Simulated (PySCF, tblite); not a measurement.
**C₄H₉OS₂ radical: infrared bands and EPR parameters**

Aim: predict the infrared bands and EPR parameters of C₄H₉OS₂ radical (`C[CH]SC[S@](C)=O`).

Programs: tblite 0.8.0 and PySCF 2.14.0, with density-fitted response routines of our own. Each step states its level of theory. These are calculated values for one molecule in the gas phase, unless marked as measured. Atoms count from 0, in the outputs and in this text.

**1. The molecule as given**

16 atoms, charge 0, multiplicity 2; geometry from: GFN2-xTB.

Bonds of the start (Å): C0–C1 1.48, C1–S2 1.72, S2–C3 1.81, C3–S4 1.88, S4–C5 1.84, S4–O6 1.46, C0–H7 1.10, C0–H8 1.09, C0–H9 1.09, C1–H10 1.08, C3–H11 1.09, C3–H12 1.09, C5–H13 1.09, C5–H14 1.08, C5–H15 1.08.

**2. Harmonic vibrations with GFN2-xTB**

The job: settings as JSON, then the geometry in Å.

```
{"job": {"kind": "ir", "xc": "GFN2-xTB", "basis": "xTB"}, "charge": 0, "multiplicity": 2}
C      2.323154    -0.617322     0.467557
C      1.647975     0.017274    -0.691025
S      0.614368     1.379277    -0.553711
C     -0.317598     0.998155     0.947014
S     -1.085200    -0.709428     0.820754
C     -2.399069    -0.195020    -0.360254
O     -1.743281    -0.904967     2.110126
H      3.058562     0.053892     0.927710
H      1.614296    -0.912517     1.240931
H      2.851704    -1.506655     0.131297
H      2.129933    -0.012240    -1.652783
H      0.333092     0.999048     1.818674
H     -1.094368     1.749080     1.063161
H     -2.941488    -1.086344    -0.658696
H     -1.927792     0.261046    -1.223718
H     -3.071885     0.495665     0.136519
```

What it wrote:

```text
mode    cm-1     km/mol
  1      32.2      3.61
  2      52.4      4.54
  3      94.5      0.16
  4     112.2      5.97
  5     159.9      0.22
  6     169.2      3.08
  7     243.4      5.52
  8     279.7      2.48
  9     293.2      3.42
 10     353.4      9.11
 11     382.3      1.68
 12     487.4     19.34
 13     629.1     44.29
 14     672.0     49.87
 15     722.7      5.64
 16     763.5     10.63
 17     775.7     10.76
 18     886.8     25.33
 19     894.4     38.42
 20    1001.4      9.49
 21    1010.8      1.16
 22    1044.7      4.88
 23    1104.8     68.05
 24    1136.3     20.90
 25    1150.2    269.71
 26    1258.2     25.78
 27    1285.8      7.72
 28    1391.9      1.83
 29    1397.9      6.66
 30    1431.9      5.53
 31    1452.6      6.18
 32    1468.2      3.51
 33    1481.6      2.02
 34    2895.0     24.27
 35    3002.5     12.71
 36    3006.1      6.56
 37    3023.1      0.23
 38    3034.4     14.95
 39    3050.4      0.53
 40    3064.1      4.24
 41    3071.2      5.58
 42    3109.9     14.08
```

Which atoms move in the most intense modes:

```
cm⁻¹  km/mol                                  atoms
 629    44.3                       C3 54 %, S4 26 %
 672    49.9                       C5 49 %, S4 29 %
 887    25.3  H14 44 %, C5 19 %, H15 16 %, H13 14 %
 894    38.4            H15 32 %, H13 28 %, C5 13 %
1105    68.0   H11 40 %, H12 30 %, C3 15 %, O6 10 %
1150   269.7                       O6 54 %, S4 30 %
1258    25.8                      H10 56 %, C1 29 %
2895    24.3                                H7 92 %
```

**3. g tensor and hyperfine couplings: B3LYP/pcH-1**

The job, as its differences from that of step 2:

```diff
@@ -1,2 +1,2 @@
-{"job": {"kind": "ir", "xc": "GFN2-xTB", "basis": "xTB"}, "charge": 0, "multiplicity": 2}
+{"job": {"kind": "epr", "basis": "pcH-1"}, "charge": 0, "multiplicity": 2}
 C      2.323154    -0.617322     0.467557
```

With the program's defaults for keys left out, this is: UKS B3LYP, pcH-1 on C H O S, non-relativistic, mean-field spin-orbit, GIAO.

What it wrote:

```text
UKS, coarse grid
  cycle   1  E = -1029.17538582  |g| = 7.20e-01
  cycle   2  E = -1027.87775528  |g| = 1.84e+00
  cycle   3  E = -1029.33134759  |g| = 2.63e-01
  cycle   4  E = -1029.36022962  |g| = 1.24e-01
  cycle   5  E = -1029.36740827  |g| = 2.66e-02
  cycle   6  E = -1029.36773933  |g| = 1.06e-02
  cycle   7  E = -1029.36779184  |g| = 3.40e-03
  cycle   8  E = -1029.36779978  |g| = 1.50e-03
  cycle   9  E = -1029.36780082  |g| = 6.17e-04
UKS, final grid
  cycle   1  E = -1029.36776759  |g| = 9.88e-04
  cycle   2  E = -1029.36776659  |g| = 1.84e-03
  cycle   3  E = -1029.36776805  |g| = 1.91e-04
  cycle   4  E = -1029.36776806  |g| = 5.18e-05
  cycle   5  E = -1029.36776806  |g| = 3.06e-05
  cycle   6  E = -1029.36776806  |g| = 7.21e-06
E = -1029.36776806 Eh   <S^2> = 0.7547 (exact 0.7500)
g shifts (ppm)      1          2          3
  rmc          -171       -171       -171
  gc             10         51         53
  oz_so          86       1690       5594
  total         -74       1571       5477
hyperfine (MHz)  atom isotope    a_iso     a_fc   dipolar eigenvalues
    0   13C     -15.36     -15.38     -2.32     -1.88      4.20
    1   13C     139.52     139.27    -70.37    -68.96    139.33
    2   33S       3.73       4.04    -20.94    -17.15     38.09
    3   13C       3.17       3.17     -2.68     -0.97      3.65
    4   33S      -1.17      -1.11     -3.12     -2.90      6.02
    5   13C       1.81       1.81     -0.33     -0.30      0.63
    6   17O      -1.76      -1.69     -6.76      3.24      3.52
    7    1H     120.77     120.77     -4.46     -2.23      6.69
    8    1H      42.18      42.16     -4.60     -4.05      8.65
    9    1H      10.60      10.60     -5.24     -3.92      9.16
   10    1H     -50.35     -50.43    -32.31     -2.35     34.66
   11    1H       5.78       5.78     -2.72     -1.72      4.44
   12    1H      -1.73      -1.74     -2.28     -1.49      3.77
   13    1H       0.20       0.20     -0.89     -0.71      1.59
   14    1H      -0.45      -0.45     -1.96     -1.44      3.39
   15    1H       0.50       0.50     -0.91     -0.65      1.56
```

It took 2.5 min on 1 thread, shared host.

Principal g values 2.00225, 2.00389, 2.00780; g(iso) = 2.00464, against 2.00232 for a free electron.

Hyperfine couplings; where a row names several nuclei, a(iso) is their mean (it holds for fast rotation or exchange) and the dipolar term the largest among them:

```
       nuclei  isotope  a(iso) (MHz)  a(iso) (G, at g = 2.0023)  largest dipolar term (MHz)
           C1      13C         139.5                       49.8                       139.3
   H7, H8, H9       1H          57.9                       20.6                         9.2
          H10       1H         -50.3                      -18.0                        34.7
           C0      13C         -15.4                       -5.5                         4.2
          H11       1H           5.8                        2.1                         4.4
           S2      33S           3.7                        1.3                        38.1
           C3      13C           3.2                        1.1                         3.6
           C5      13C           1.8                        0.6                         0.6
           O6      17O          -1.8                       -0.6                        -6.8
          H12       1H          -1.7                       -0.6                         3.8
           S4      33S          -1.2                       -0.4                         6.0
H13, H14, H15       1H           0.1                        0.0                         3.4
```

Mulliken spin populations:

C0 -0.06; C1 0.84; S2 0.14; C3 0.00; S4 0.02; C5 0.00; O6 0.02; H7 0.06; H8 0.02; H9 0.00; H10 -0.04; H11 0.00; H12 0.00; H13 0.00; H14 0.00; H15 0.00

In first order the couplings over 0.8 MHz of 1H give 29 distinct lines over 82.6 G, if the averaged nuclei exchange fast.

**4. Summary of results**

| quantity | value |
| --- | --- |
| strongest single infrared mode (GFN2-xTB) | 1150 cm⁻¹, 270 km/mol |
| zero-point energy (GFN2-xTB) | 75.6 kcal/mol |
| g(iso) (B3LYP) | 2.00464 |
| ⟨S²⟩ | 0.755 (exact 0.75) |
| largest a(iso) (averaged by class) | 13C on C1, 139.5 MHz |

**Reading.** All 42 modes are real, so the xTB geometry is a minimum. The strongest single mode, at 1150 cm⁻¹, moves mainly O6 and S4. Unscaled tight-binding wavenumbers are off by several per cent, some by more. Its intensities can rank the bands wrongly. C1 carries the largest spin population, 0.84 e. The isotropic g lies 2.3 ppt above the free-electron value.
